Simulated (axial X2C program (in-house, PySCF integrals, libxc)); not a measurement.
# TeGe: properties at the nuclei

Aim: properties at the nuclei of TeGe, with spin–orbit coupling in the Hamiltonian from the start.

The runs use an in-house X2C program for linear molecules on PySCF integrals; two-component X2C with atomic mean-field terms, Te dyall-cv3z, Ge dyall-cv3z.

All values are calculated.

## Step 1: Input

The input, task.json:

```json
{"zs": [52, 32], "q": 0, "bas": ["dyall-cv3z", "dyall-cv3z"], "r0": 2.39, "levels": ["PBE0", "HF", "TPSSh", "PBE", "r2SCAN"], "nst": 3}
```

Keys: zs atomic numbers; q charge; bas basis sets; r0 starting distance in Å; levels methods (HF also brings MP2); nst determinants followed.

Launch:

```console
> python soeom.py task.json out
```

The runs that follow: Expectation values, lowest determinant; Expectation values, a higher determinant; Expectation values, a higher determinant.

Q: Predict the outcome of this session. Wanted: lowest determinant; qzz Te; qzz Ge; μ; higher determinant; Eeff magnitude; Ws magnitude Te; A∥/gI Te (for each run or level that gives them).

As calculated:

| quantity | value |
| --- | --- |
| lowest determinant | Ω = 0 (closed shell) |
| qzz Te (a.u.), PBE0 | -0.83 |
| qzz Ge (a.u.), PBE0 | -3.72 |
| μ (D), PBE0 | 1.36 |
| higher determinant | Ω = 1 (excess of +ω over −ω: ω = -1/2, ω = 3/2) |
| Eeff magnitude (GV/cm), PBE0, higher determinant | 0.37 |
| Ws magnitude Te (kHz), PBE0, higher determinant | 0.287 |
| A∥/gI Te (MHz), PBE0, higher determinant | 338 |
| qzz Te (a.u.), PBE0, higher determinant | -2.91 |
| higher determinant | Ω = 3 (excess of +ω over −ω: 2 × ω = 3/2) |
| Eeff magnitude (GV/cm), PBE0, higher determinant | 0.257 |
| Ws magnitude Te (kHz), PBE0, higher determinant | 0.113 |
| A∥/gI Te (MHz), PBE0, higher determinant | 291 |
| qzz Te (a.u.), PBE0, higher determinant | -2.87 |

What this shows: The expectation values come from single determinants, which for open shells can mix terms of unlike spin or miss the lowest Ω, so a determinant need not be a state. Eeff is the effective electric field on the electron dipole moment in this Ω state and Ws the scalar–pseudoscalar constant (defined with the proton number Z and per Ω); A∥ is the parallel hyperfine constant, which follows by multiplying with the nuclear g factor gI = μI/(I μN); qzz is the electric field gradient, eQq0 = 234.96 MHz × Q/barn × qzz; μ is positive if Ge is the positive end. The operators were transformed with the bare-nucleus X2C matrices.
